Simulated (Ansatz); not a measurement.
# Ti2W: the cost of one run

Computed with Ansatz 0.2.0 (DFT PBE, scalar-relativistic, plane waves, PAW, unless a step's input says otherwise).

1 further run of the same task is left out (it didn't finish).

## Step 1: The starting structure

Symmetry: P6_3/mmc, No. 194, hexagonal system. Conventional cell: a = 2.839 Å, b = 2.839 Å, c = 14.417 Å, α = 90.00°, β = 90.00°, γ = 120.00°. Around Ti (site symmetry 3m) lie 9 Ti at 2.84 to 2.85 Å and 3 W at 2.94 Å. W (site symmetry -6m2) is surrounded by 6 W at 2.84 Å and 6 Ti at 2.94 Å.

As a file:

```xyz
6
Lattice="2.8389 0.0000 0.0000 -1.4195 2.4586 0.0000 0.0000 0.0000 14.4171" Properties=species:S:1:pos:R:3 pbc="T T T"
Ti    0.0000    1.6391    1.1661
Ti    0.0000    1.6391    6.0425
Ti    1.4195    0.8195    8.3746
Ti    1.4195    0.8195   13.2510
W     0.0000    1.6391   10.8128
W     1.4195    0.8195    3.6043
```

It is the end of an earlier relaxation with the same method, from a generated guess; it is a trial structure. At a tolerance of 0.05 Å it has space group P6_3/mmc (No. 194); it has 16.77 Å³/atom, an uncorrected energy of +0.20 eV/atom over the elements.

## Step 2: Electronic structure at the relaxed geometry

Input file input.yaml:

```yaml
crystal:
  lattice:
    - [2.8389376368, 0.0, 0.0]
    - [-1.4194688184, 2.4585921133, 0.0]
    - [0.0, 0.0, 14.4171020382]
  atoms:
    - { symbol: Ti, position: [0.3333333333, 0.6666666667, 0.080880248] }
    - { symbol: Ti, position: [0.3333333333, 0.6666666667, 0.419119752] }
    - { symbol: Ti, position: [0.6666666667, 0.3333333333, 0.580880248] }
    - { symbol: Ti, position: [0.6666666667, 0.3333333333, 0.919119752] }
    - { symbol: W, position: [0.3333333333, 0.6666666667, 0.75] }
    - { symbol: W, position: [0.6666666667, 0.3333333333, 0.25] }
basis:
  ecutwfc: 420
kpoints:
  mp_grid: { grid: [18, 18, 4] }
  band_path:
    path:
      - [[0.0, 0.0, 0.0], [0.5, 0.0, 0.0], [0.33333333, 0.33333333, 0.0], [0.0, 0.0, 0.0], [0.0, 0.0, 0.5], [0.5, 0.0, 0.5], [0.33333333, 0.33333333, 0.5], [0.0, 0.0, 0.5]]
      - [[0.5, 0.0, 0.5], [0.5, 0.0, 0.0]]
      - [[0.33333333, 0.33333333, 0.5], [0.33333333, 0.33333333, 0.0]]
    npoints: 14
hamiltonian:
  xc: pbe
scf:
  occupations: { method: gaussian, width: 0.1 }
  n_extra_bands: 15
output:
  forces: true
  stress: true
  eigenvalues: true
  populations: true
  dos: { projected: true, de: 0.02, nscf_kmesh: { grid: [22, 22, 5] } }
  bader: true
```

Command:

```
ansatz run input.yaml --threads 1 --pin off --max-ram 2560MiB --backend cpu --events-out ev --progress --plain --runs-dir out
```

Q: Estimate wall time and peak memory on 1 thread of Intel Xeon Platinum 8259CL at 2.50GHz (Skylake/Cascade Lake), shared host.

About 1.9 min, with a peak of 0.87 GiB.
